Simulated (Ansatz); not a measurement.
I need a formation energy from the elements of Mg2ZnSb2 and its elements. Use the Ansatz DFT code, driven from Python. Use (first run): r2SCAN, PAW, cutoff 300 eV, 6×6×3 k-points, cold smearing of 0.05 eV.

The script, `mg2znsb2_formation.py`:
```python
# -*- coding: utf-8 -*-
"""Is Mg2ZnSb2 bound against its elements, after relaxing cells and atoms."""

from collections import Counter
import warnings

import ansatz as az
from ase import Atoms
import numpy as np

N_EMPTY = 6
CUTOFF_EV = 300
KSPACING = 0.3
OCCUPATIONS = "cold"
WIDTH_EV = 0.05


def compute(name, crystal):
    calc = (
        crystal.calculation()
        .scf(extra_bands=N_EMPTY, algorithm="direct_min")
        .functional(az.Functional.R2SCAN)
        .mixing("msr1")
        .basis(CUTOFF_EV)
        .kpoints(spacing=KSPACING)
        .occupations(OCCUPATIONS, width=WIDTH_EV)
        .stress()
    )
    calc = calc.relax(force_tolerance=0.01, cell=True)
    return calc.run()


def counts(outcome):
    return Counter(site.symbol for site in outcome.lattice.sites)

def formation_energy(outcome, mu):
    n = counts(outcome)
    return (outcome.report["energy_sigma0_ev"] - sum(k * mu[element] for element, k in n.items())) / sum(n.values())


def volume_per_atom(outcome):
    return abs(np.linalg.det(outcome.lattice.cell_ang)) / len(outcome.lattice.sites)


def main():
    warnings.simplefilter("ignore")

    phases = {}
    atoms = Atoms(
        ["Mg", "Mg", "Zn", "Sb", "Sb"],
        scaled_positions=[
            (1 / 3, 2 / 3, 0.3767),
            (2 / 3, 1 / 3, 0.00969),
            (0.0, 0.0, 0.62299),
            (0.0, 0.0, 0.22695),
            (1 / 3, 2 / 3, 0.76367),
        ],
        cell=[
            (4.43724, 0.0, 0.0),
            (-2.21862, 3.84277, 0.0),
            (0.0, 0.0, 7.26548),
        ],
        pbc=True,
    )
    mg2znsb2 = az.Crystal.from_ase(atoms)
    phases["Mg2ZnSb2"] = mg2znsb2
    mg = (
        az.Lattice.from_parameters(3.2093, 3.2093, 5.2103, alpha=90, beta=90, gamma=120)
        .space_group(194)
        .atom("Mg", (1 / 3, 2 / 3, 0.25))
    )
    phases["Mg"] = mg
    zn = (
        az.Lattice.from_parameters(2.67, 2.67, 4.966, alpha=90, beta=90, gamma=120)
        .space_group(194)
        .atom("Zn", (1 / 3, 2 / 3, 0.25))
    )
    phases["Zn"] = zn
    sb = (
        az.Lattice.from_parameters(4.3084, 4.3084, 11.274, alpha=90, beta=90, gamma=120)
        .space_group(166)
        .atom("Sb", (1 / 3, 2 / 3, 0.90016))
        .primitive()
    )
    phases["Sb"] = sb

    done = {}
    for name, crystal in phases.items():
        done[name] = compute(name, crystal)
        print(f"{name}: {done[name].report['energy_sigma0_ev']:.4f} eV, {len(done[name].lattice.sites)} atoms")

    # chemical potentials of the elements at zero temperature
    references = {"Mg": "Mg", "Zn": "Zn", "Sb": "Sb"}
    mu = {element: done[name].report["energy_sigma0_ev"] / len(done[name].lattice.sites) for element, name in references.items()}

    target = done["Mg2ZnSb2"]
    heat = formation_energy(target, mu)
    n = counts(target)
    print("cell content:", dict(n), " volume", round(volume_per_atom(target), 3), "A^3/atom")
    print("formation energy", round(heat, 4), "eV/atom,", round(heat * sum(n.values()), 4), "eV per cell")
    print("bound against the elements" if heat < 0 else "unbound against the elements")


if __name__ == "__main__":
    main()
```

```console
$ python mg2znsb2_formation.py
Mg2ZnSb2: -20178.0440 eV, 5 atoms
Mg: -3852.7870 eV, 2 atoms
Zn: -6651.1425 eV, 2 atoms
Sb: -12998.0654 eV, 2 atoms
cell content: {<Element.MG: 'Mg'>: 2, <Element.ZN: 'Zn'>: 1, <Element.SB: 'Sb'>: 2}  volume 24.8 A^3/atom
formation energy -0.3241 eV/atom, -1.6203 eV per cell
bound against the elements
```

What to keep in mind:
- The settings weren't tested for convergence.
- The cutoff lies under the one recommended for these potentials.
- For the metals among these phases the mesh is modest: differences between phases can be off by up to 40 meV an atom.
- The cells come from databases of deposited and of computed structures, and not all need be stable phases.
- The compound is the structure given, not necessarily its lowest; energies are at zero temperature, with no correction for gases. A semilocal functional's error on such energies is often 0.05 to 0.1 eV an atom, and 0.1 to 0.3 eV against gases such as O2 or F2.
- The script silences warnings, which a real study should read.
- Wall time of the script: 4.4 min on 1 thread of Arm Neoverse V1, with other jobs on the host, peak memory 0.57 GiB.

(A comment or docstring line of the script was reworded after the run, the code is as it ran.)
